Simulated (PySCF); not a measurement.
# Br6Ta (Ta(Br)6-): the cost of one run

Computed with PySCF 2.14.0. Level: RKS CAM-B3LYP, Ta def2-SVP with ECP60, Br def2-SVP; non-relativistic Hamiltonian with scalar-relativistic core potentials where named; density fitting.

5 further runs of the same task are left out: 2 for a known fault of the program, 3 that didn't finish.

**1. The system as given**

7 atoms, charge -1, spin multiplicity 1.

Bond lengths: Ta1–Br2 2.561 Å, Ta1–Br3 2.561 Å, Ta1–Br4 2.561 Å, Ta1–Br5 2.561 Å, Ta1–Br6 2.561 Å, Ta1–Br7 2.561 Å. Angles: Br2–Ta1–Br3 180.0°, Br2–Ta1–Br4 90.0°, Br2–Ta1–Br5 90.0°, Br2–Ta1–Br6 90.0°, Br2–Ta1–Br7 90.0°, Br3–Ta1–Br4 90.0°, Br3–Ta1–Br5 90.0°, Br3–Ta1–Br6 90.0°, Br3–Ta1–Br7 90.0°, Br4–Ta1–Br5 90.0°, Br4–Ta1–Br6 180.0°, Br4–Ta1–Br7 90.0°, Br5–Ta1–Br6 90.0°, Br5–Ta1–Br7 180.0°, Br6–Ta1–Br7 90.0°.

Geometry (Å):

```
Ta    0.00000    0.00000    0.00000
Br    0.00000    0.00000    2.56088
Br    0.00000    0.00000   -2.56088
Br    2.56088    0.00000    0.00000
Br    0.00000    2.56088    0.00000
Br   -2.56088    0.00000    0.00000
Br    0.00000   -2.56088    0.00000
```

Formal oxidation states: Ta +5. An earlier session relaxed this geometry at BP86, Ta def2-SVP with ECP60, Br def2-SVP (singlet, point group Oh).

Its energy there is -15502.276932 Eh.

**2. Singlet excitations, Tamm-Dancoff CAM-B3LYP**

run.py (the lines that set the calculation) reads:

```python
mol = gto.M(atom='''
Ta     0.00000     0.00000     0.00000
Br     0.00000     0.00000     2.56088
Br     0.00000     0.00000    -2.56088
Br     2.56088     0.00000     0.00000
Br     0.00000     2.56088     0.00000
Br    -2.56088     0.00000     0.00000
Br     0.00000    -2.56088     0.00000''',
    basis={'Ta': 'def2-SVP', 'Br': 'def2-SVP'},
    ecp={'Ta': 'def2-SVP'},
    charge=-1, spin=0)
mf = dft.RKS(mol, xc='CAMB3LYP')
mf.grids.atom_grid = (50, 194)
mf = mf.density_fit()  # fitting sets: Ta def2-universal-JKFIT, Br def2-universal-JKFIT
mf.conv_tol = 1e-08; mf.max_cycle = 55
mf.kernel(dm0)  # dm0: the density of the relaxed state
```

Launch:

```console
$ OMP_NUM_THREADS=4 python run.py
```

**Question.** How long does this run take on 4 threads of Arm Neoverse V2, shared host?

About 5 min.
